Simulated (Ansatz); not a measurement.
# Ga3BSb2: the cost of one run

Computed with Ansatz 0.2.0 (DFT PBE, scalar-relativistic, plane waves, PAW, unless a step names another level, unless a step's input says otherwise).

4 further runs of the same task are left out: 3 that didn't finish, 1 set aside as unsound or not needed.

**1. The system as given**

The structure is trigonal, space group P3m1 (No. 156). Conventional cell: a = 3.752 Å, b = 3.752 Å, c = 10.774 Å, α = 90.00°, β = 90.00°, γ = 120.00°. Ga (site symmetry 3m) has 6 Sb at 2.94 to 3.30 Å as nearest neighbours. Ga (site symmetry 3m) has 3 Ga at 2.73 Å and 3 Sb at 2.83 Å as nearest neighbours. Ga (site symmetry 3m) has 1 B at 2.09 Å as nearest neighbours. Around B (site symmetry 3m) lie 1 Ga at 2.09 Å and 3 Sb at 2.29 Å. Sb (site symmetry 3m) is surrounded by 3 B at 2.29 Å. Around Sb (site symmetry 3m) lie 6 Ga at 2.83 to 2.94 Å.

Structure file:

```
CELL_PARAMETERS angstrom
3.75235 0.00000 0.00000
-1.87617 3.24963 0.00000
0.00000 0.00000 10.77357
ATOMIC_POSITIONS crystal
Ga 0.66667 0.33333 0.08070
Ga 0.66667 0.33333 0.43433
Ga 0.00000 0.00000 0.58797
B 0.00000 0.00000 0.78160
Sb 0.33333 0.66667 0.85022
Sb 0.33333 0.66667 0.26518
```

It came out lowest among 36 distinct ends of the trial cells. At a tolerance of 0.05 Å it has space group P3m1 (No. 156).

**2. A stricter relaxation, on the response runs' mesh and smearing**

The input, input.yaml:

```yaml
crystal:
  lattice:
    - [3.752345974, 0.0, 0.0]
    - [-1.876172987, 3.2496269373, 0.0]
    - [0.0, 0.0, 10.7735721428]
  atoms:
    - { symbol: Ga, position: [0.6666666667, 0.3333333333, 0.0806985287] }
    - { symbol: Ga, position: [0.6666666667, 0.3333333333, 0.434330434] }
    - { symbol: Ga, position: [0.0, 0.0, 0.5879672837] }
    - { symbol: B, position: [0.0, 0.0, 0.7815990365] }
    - { symbol: Sb, position: [0.3333333333, 0.6666666667, 0.8502206667] }
    - { symbol: Sb, position: [0.3333333333, 0.6666666667, 0.2651840704] }
basis:
  ecutwfc: 420
kpoints:
  mp_grid: { grid: [12, 12, 4] }
hamiltonian:
  xc: pbe
scf:
  occupations: { method: gaussian, width: 0.1 }
output:
  forces: true
  stress: true
  eigenvalues: true
  write_density: true
  write_potential: true
  elf: true
  volumetric_format: npy
relax:
  adjacent_minimum: "off"
  f_tol: 0.001
  max_steps: 60
  cell: { stress_tol: 0.01 }
```

Run with:

```sh
$ ansatz run input.yaml --threads 3 --pin off --max-ram 7680MiB --backend cpu --events-out ev --progress --plain --runs-dir out
```

Q: Estimate wall time and peak memory on 3 threads of Intel Xeon at 2.50GHz (Skylake/Cascade Lake), shared host.

About 1.9 min, with a peak of 0.67 GiB.
